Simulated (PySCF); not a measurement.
# C2H6Tm (Tm(CH3)2): the cost of one run

Program: PySCF 2.14.0. Level of theory: PBE0, Tm lcecp-0-SVP with ECP59, C def2-SVP, H def2-SVP; scalar-relativistic core potentials, no spin–orbit coupling. These are calculated values, not measurements.

1 further run of the same task is left out (for a known fault of the program).

## Step 1: The starting structure

9 atoms, charge 0, spin multiplicity 1.

Bond lengths: Tm1–C2 2.556 Å, Tm1–C6 2.556 Å, C2–H3 1.090 Å, C2–H4 1.090 Å, C2–H5 1.090 Å, C6–H7 1.090 Å, C6–H8 1.090 Å, C6–H9 1.090 Å. Angles: C2–Tm1–C6 131.8°, Tm1–C2–H3 109.5°, Tm1–C2–H4 109.5°, Tm1–C2–H5 109.5°, H3–C2–H4 109.5°, H3–C2–H5 109.5°, H4–C2–H5 109.5°, Tm1–C6–H7 109.5°, Tm1–C6–H8 109.5°, Tm1–C6–H9 109.5°, H7–C6–H8 109.5°, H7–C6–H9 109.5°, H8–C6–H9 109.5°.

Coordinates:

```xyz
9

Tm    0.0000    0.0000    0.0000
C     2.3326    0.0000    1.0439
H     3.0840    0.0000    0.2543
H     2.4543    0.8900    1.6613
H     2.4543   -0.8900    1.6613
C    -2.3326    0.0000    1.0439
H    -3.0840    0.0000    0.2543
H    -2.4543   -0.8900    1.6613
H    -2.4543    0.8900    1.6613
```

Formal oxidation states: Tm +2. Each metal's 13 4f electrons lie in its core potential, so multiplicities, spins and levels count the valence alone.

## Step 2: SCF at the start, singlet

run.py (the lines that set the calculation)

```python
mol = gto.M(atom='''
Tm     0.00000     0.00000     0.00000
C      2.33260     0.00000     1.04390
H      3.08400     0.00000     0.25430
H      2.45430     0.89000     1.66130
H      2.45430    -0.89000     1.66130
C     -2.33260     0.00000     1.04390
H     -3.08400     0.00000     0.25430
H     -2.45430    -0.89000     1.66130
H     -2.45430     0.89000     1.66130''',
    basis={'Tm': 'lcecp-0-SVP', 'C': 'def2-SVP', 'H': 'def2-SVP'},
    ecp={'Tm': 'lcecp-0-SVP'},
    charge=0, spin=0)
mf = dft.RKS(mol, xc='PBE0')
mf.grids.atom_grid = (50, 194)  # f atoms: unpruned, at least (60, 302)
mf = mf.density_fit()  # fitting sets: Tm AutoAux, C def2-universal-JKFIT, H def2-universal-JKFIT
mf.conv_tol = 1e-08; mf.max_cycle = 55
mf.kernel(dm0)  # dm0: free metal ions and neutral atoms
```

The run is started by

```console
> OMP_NUM_THREADS=2 python run.py
```

Q: Estimate wall time and peak memory on 2 threads of Arm Neoverse V2, shared host.

About 2.4 s, with a peak of 0.57 GiB.
